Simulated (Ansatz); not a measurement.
# SiSnH6 + H2O: a complex and its separated parts

The complex below is one end of an elementary step. How strongly is it bound against its free parts?

Program: Ansatz 0.2.0, Gaussian basis. Level of theory: PBE0-D4/def2-TZVP structures, single points in def2-TZVPP, no counterpoise correction. These are calculated values, not measurements.

Levels: SPW92, PBE-D4, BLYP-D4, r2SCAN-D4, B97M-V, PBE0-D4, B3LYP-D4, r2SCAN0-D4, BHLYP-D4, CAM-B3LYP-D4, wB97X-V, wB97M-V, B2PLYP, PBE-QIDH, RPA on PBE, Hartree-Fock, MP2, CCSD, CCSD(T).

Cores are frozen in the correlated methods. Filled d shells of the heavier atoms are correlated. Core potentials replace the inner electrons past krypton, and spin-orbit coupling is left out. B3LYP uses VWN-RPA correlation. B2PLYP carries no dispersion term here.

88 further runs of the same task are left out: 88 set aside as unsound or not needed.

## 1. Where the work starts

The complex: 11 atoms, charge 0, spin multiplicity 1.

Atoms are counted from 1 here; the program's logs count them from 0.

Bond lengths: Sn1–Si2 2.559 Å, Sn1–H3 1.706 Å, Sn1–H4 1.716 Å, Sn1–H5 1.706 Å, Si2–H8 1.488 Å, Si2–H9 1.488 Å, Si2–H10 1.489 Å, H6–O7 0.960 Å, O7–H11 0.960 Å. Angles: Si2–Sn1–H3 111.2°, Si2–Sn1–H4 110.5°, Si2–Sn1–H5 111.3°, H3–Sn1–H4 107.1°, H3–Sn1–H5 109.4°, H4–Sn1–H5 107.2°, Sn1–Si2–H8 110.7°, Sn1–Si2–H9 110.8°, Sn1–Si2–H10 111.5°, H8–Si2–H9 108.5°, H8–Si2–H10 107.6°, H9–Si2–H10 107.6°, H6–O7–H11 105.6°.

Coordinates:

```xyz
11

Sn   -1.3171   -0.8562   -0.2693
Si   -0.2939    1.4549    0.1291
H    -1.0194   -1.8982    1.0482
H    -3.0199   -0.7383   -0.4458
H    -0.7108   -1.5630   -1.6982
H     2.4820   -0.5248   -0.5066
O     1.8611   -0.9030    0.1206
H     0.3874    1.5078    1.4508
H     0.7019    1.7802   -0.9276
H    -1.3325    2.5224    0.1139
H     2.2614   -0.7818    0.9849
```

Its parts: SiSnH6 holds atoms 1, 2, 3, 4, 5, 8, 9, 10; H2O holds atoms 6, 7, 11. Each part counts its atoms afresh in its own runs.

## 2. Relaxing SiSnH6 alone

Input file relax-a/in.yaml:

```yaml
crystal:
  periodic: [false, false, false]
  atoms:
    - {symbol: Sn, position_ang: [-1.317098, -0.856229, -0.269304]}
    - {symbol: Si, position_ang: [-0.293882, 1.454947, 0.129110]}
    - {symbol: H, position_ang: [-1.019435, -1.898232, 1.048163]}
    - {symbol: H, position_ang: [-3.019910, -0.738349, -0.445798]}
    - {symbol: H, position_ang: [-0.710813, -1.563022, -1.698157]}
    - {symbol: H, position_ang: [0.387387, 1.507769, 1.450844]}
    - {symbol: H, position_ang: [0.701864, 1.780201, -0.927577]}
    - {symbol: H, position_ang: [-1.332546, 2.522445, 0.113861]}
basis:
  gaussian: {orbitals: def2-TZVP}
hamiltonian: {xc: pbe0, dispersion: d4}
relax: {f_tol: 0.005, max_steps: 200}
```

Launch:

```console
ansatz run in.yaml --threads 4 --pin off --events-out ev --progress --plain --max-ram 9574MiB
```

After this run come: Relaxing H2O alone; SPW92/def2-TZVPP; PBE-D4/def2-TZVPP; BLYP-D4/def2-TZVPP; r2SCAN-D4/def2-TZVPP; B97M-V/def2-TZVPP; PBE0-D4/def2-TZVPP; B3LYP-D4/def2-TZVPP; r2SCAN0-D4/def2-TZVPP; BHLYP-D4/def2-TZVPP; CAM-B3LYP-D4/def2-TZVPP; wB97X-V/def2-TZVPP; wB97M-V/def2-TZVPP; B2PLYP/def2-TZVPP; PBE-QIDH/def2-TZVPP; RPA on PBE/def2-TZVPP; CCSD(T)/def2-TZVPP; Vibrations of SiSnH6; Vibrations of H2O.

Q: Predict the outcome of this session. Wanted: complex less parts, CCSD(T)/def2-TZVPP; with zero-point energy; largest T1 diagnostic.

The runs gave:

| quantity | value |
| --- | --- |
| complex less parts, CCSD(T)/def2-TZVPP | -13.5 kJ/mol |
| with zero-point energy | -8.7 kJ/mol |
| largest T1 diagnostic | 0.013 |

**Reading.** At CCSD(T) the complex lies 13.5 kJ/mol below its parts. The functionals run from PBE-QIDH, off by +1.4 kJ/mol, to SPW92, off by -9.9 kJ/mol, against CCSD(T). Mean unsigned error by rung: LDA 9.9, GGA 2.2, meta-GGA 3.8, hybrid 1.9, range-separated hybrid 3.1, double hybrid 2.6 kJ/mol. PBE-D4 gives a relative energy 2.8 kJ/mol too low, inside chemical accuracy (1 kcal/mol, 4.2 kJ/mol). No counterpoise was applied, and triple zeta lacks some correlation, so the CCSD(T) reference has a basis error of its own, and close matches with it are partly luck.
